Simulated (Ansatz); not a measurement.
**ClF3H2O2W: a ladder of functionals and wavefunction methods**

The task here is to estimate one member of a computed series from the others.

Method: functionals in def2-TZVPP, the program's frozen cores in correlated methods; program: Ansatz 0.2.0, Gaussian basis.

Levels to be run: PBE-D4, r2SCAN-D4, PBE0-D4, B3LYP-D4, ωB97X-V, ωB97M-V, B2PLYP; CCSD(T)/def2-TZVPP; MP2/def2-QZVPP; extrapolation to the limit.

**The relaxed structure**

The geometry comes from an earlier relaxation with PBE0-D4 in a triple-zeta def2 set; it is a stationary point, not always the lowest conformer. W takes the def2 core potential; no spin-orbit term is included.

SMILES `[OH][W]([OH])([F])([F])([F])[Cl]`, 9 atoms, charge 0, spin multiplicity 1.

Atoms are counted from 1 here; the program's logs count them from 0.

Bond lengths: O1–W2 1.840 Å, O1–H8 0.958 Å, W2–O3 1.839 Å, W2–F4 1.862 Å, W2–F5 1.862 Å, W2–F6 1.863 Å, W2–Cl7 2.307 Å, O3–H9 0.958 Å. Angles: W2–O1–H8 140.8°, O1–W2–O3 94.5°, O1–W2–F4 90.1°, O1–W2–F5 175.0°, O1–W2–F6 91.7°, O1–W2–Cl7 92.8°, O3–W2–F4 175.2°, O3–W2–F5 90.3°, O3–W2–F6 91.7°, O3–W2–Cl7 92.7°, F4–W2–F5 85.1°, F4–W2–F6 86.8°, F4–W2–Cl7 88.4°, F5–W2–F6 86.8°, F5–W2–Cl7 88.4°, F6–W2–Cl7 173.5°, W2–O3–H9 141.5°.

The first run:

File in.yaml:

```yaml
crystal:
  periodic: [false, false, false]
  atoms:
    - {symbol: O, position_ang: [-0.351727, 0.035981, -1.650605]}
    - {symbol: W, position_ang: [-0.069526, 0.164483, 0.163355]}
    - {symbol: O, position_ang: [0.502888, -1.574228, 0.344757]}
    - {symbol: F, position_ang: [-0.666953, 1.927554, 0.134552]}
    - {symbol: F, position_ang: [0.125376, 0.429074, 1.995833]}
    - {symbol: F, position_ang: [-1.831738, -0.318322, 0.527343]}
    - {symbol: Cl, position_ang: [2.079064, 0.956483, -0.114646]}
    - {symbol: H, position_ang: [-0.627930, 0.567442, -2.398909]}
    - {symbol: H, position_ang: [0.840546, -2.188487, 0.998332]}
basis:
  gaussian: {orbitals: def2-TZVPP}
hamiltonian: {xc: pbe, dispersion: d4}
output: {forces: true, orbitals: {seedname: orbitals}}
```

Started as:

```sh
$ ansatz run in.yaml --threads 2 --pin off --events-out ev --progress --plain --max-ram 32768MiB --backend cuda --devices 0, --max-vram 18GiB
```

Among the steps run: PBE-D4 (GGA); r2SCAN-D4 (meta-GGA); PBE0-D4 (hybrid); B3LYP-D4 (hybrid); ωB97X-V (range-separated); ωB97M-V (range-separated); B2PLYP (double hybrid).

One of the session's tables, all rows but one given; the rest of the session is left out.

It belongs to the step «Orbital energies across the functionals». 

| functional | HOMO (eV) | LUMO (eV) | gap (eV) |
| --- | --- | --- | --- |
| PBE-D4 | -7.78 | -4.12 | 3.65 |
| r2SCAN-D4 | -8.18 | -4.19 | 3.99 |
| PBE0-D4 | -9.28 | -3.56 | 5.72 |
| B3LYP-D4 | -9.00 | -3.78 | 5.23 |
| ωB97X-V | ? | ? | ? |
| ωB97M-V | -11.53 | -1.45 | 10.08 |

**Question.** Estimate the row for ωB97X-V.

The run gave: HOMO (eV): -11.67; LUMO (eV): -1.44; gap (eV): 10.23. In the column «HOMO (eV)» it is the lowest.
